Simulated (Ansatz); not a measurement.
# Hf3Si2: the cost of one run

Computed with Ansatz 0.2.0 (DFT LDA, scalar-relativistic, plane waves, PAW, unless a step's input says otherwise).

2 further runs of the same task are left out: 2 set aside as unsound or not needed.

### 1 The starting structure

It takes space group P4/mbm (No. 127, tetragonal). The conventional cell has a = 6.919 Å, b = 6.919 Å, c = 3.579 Å, α = 90.00°, β = 90.00°, γ = 90.00°. Around Hf (site symmetry m2m) lie 6 Si at 2.67 to 2.75 Å. Hf (site symmetry 4/m) is surrounded by 4 Si at 2.74 Å and 8 Hf at 3.12 Å. Around Si (site symmetry m2m) lie 1 Si at 2.42 Å and 8 Hf at 2.67 to 2.75 Å.

Structure file:

```cif
data_structure
_symmetry_space_group_name_H-M 'P 1'
_symmetry_Int_Tables_number 1
_cell_length_a 6.9189
_cell_length_b 6.9189
_cell_length_c 3.5786
_cell_angle_alpha 90.000
_cell_angle_beta 90.000
_cell_angle_gamma 90.000
_cell_volume 171.31
loop_
_atom_site_label
_atom_site_type_symbol
_atom_site_fract_x
_atom_site_fract_y
_atom_site_fract_z
_atom_site_occupancy
Hf1 Hf 0.67398 0.82602 0.50000 1
Hf2 Hf 0.82602 0.32602 0.50000 1
Hf3 Hf 0.32602 0.17398 0.50000 1
Hf4 Hf 0.17398 0.67398 0.50000 1
Hf5 Hf 0.50000 0.50000 0.00000 1
Hf6 Hf 0.00000 0.00000 0.00000 1
Si1 Si 0.62373 0.12373 0.00000 1
Si2 Si 0.87627 0.62373 0.00000 1
Si3 Si 0.12373 0.37627 0.00000 1
Si4 Si 0.37627 0.87627 0.00000 1
```

It goes back to an entry of the Materials Project, which need not be the stable form.

It is the result of an earlier relaxation at this level (volume 17.13 Å³/atom; gap on the mesh: none (metal)).

### 2 Phonons at the zone centre

input.yaml reads:

```yaml
crystal:
  lattice:
    - [6.9188800553, 0.0, 0.0]
    - [0.0, 6.9188800553, 0.0]
    - [0.0, 0.0, 3.5785555533]
  atoms:
    - { symbol: Hf, position: [0.6739816089, 0.8260183911, 0.5] }
    - { symbol: Hf, position: [0.8260183911, 0.3260183911, 0.5] }
    - { symbol: Hf, position: [0.3260183911, 0.1739816089, 0.5] }
    - { symbol: Hf, position: [0.1739816089, 0.6739816089, 0.5] }
    - { symbol: Hf, position: [0.5, 0.5, 0.0] }
    - { symbol: Hf, position: [0.0, 0.0, 0.0] }
    - { symbol: Si, position: [0.6237310724, 0.1237310724, 0.0] }
    - { symbol: Si, position: [0.8762689276, 0.6237310724, 0.0] }
    - { symbol: Si, position: [0.1237310724, 0.3762689276, 0.0] }
    - { symbol: Si, position: [0.3762689276, 0.8762689276, 0.0] }
basis:
  ecutwfc: 420
kpoints:
  mp_grid: { grid: [6, 6, 10] }
hamiltonian:
  xc: lda
scf:
  occupations: { method: fermi_dirac, width: 0.15 }
output:
  eigenvalues: true
phonons:
  method: dfpt
  eigenvectors: true
```

Started as:

```sh
$ ansatz run input.yaml --threads 4 --pin off --max-ram 12288MiB --backend cpu --events-out ev --progress --plain --runs-dir out
```

Q: Estimate wall time and peak memory on 4 threads of Oxide Virtual Turin-like (Zen 5), shared host.

About 9.4 min, with a peak of 6 GiB.
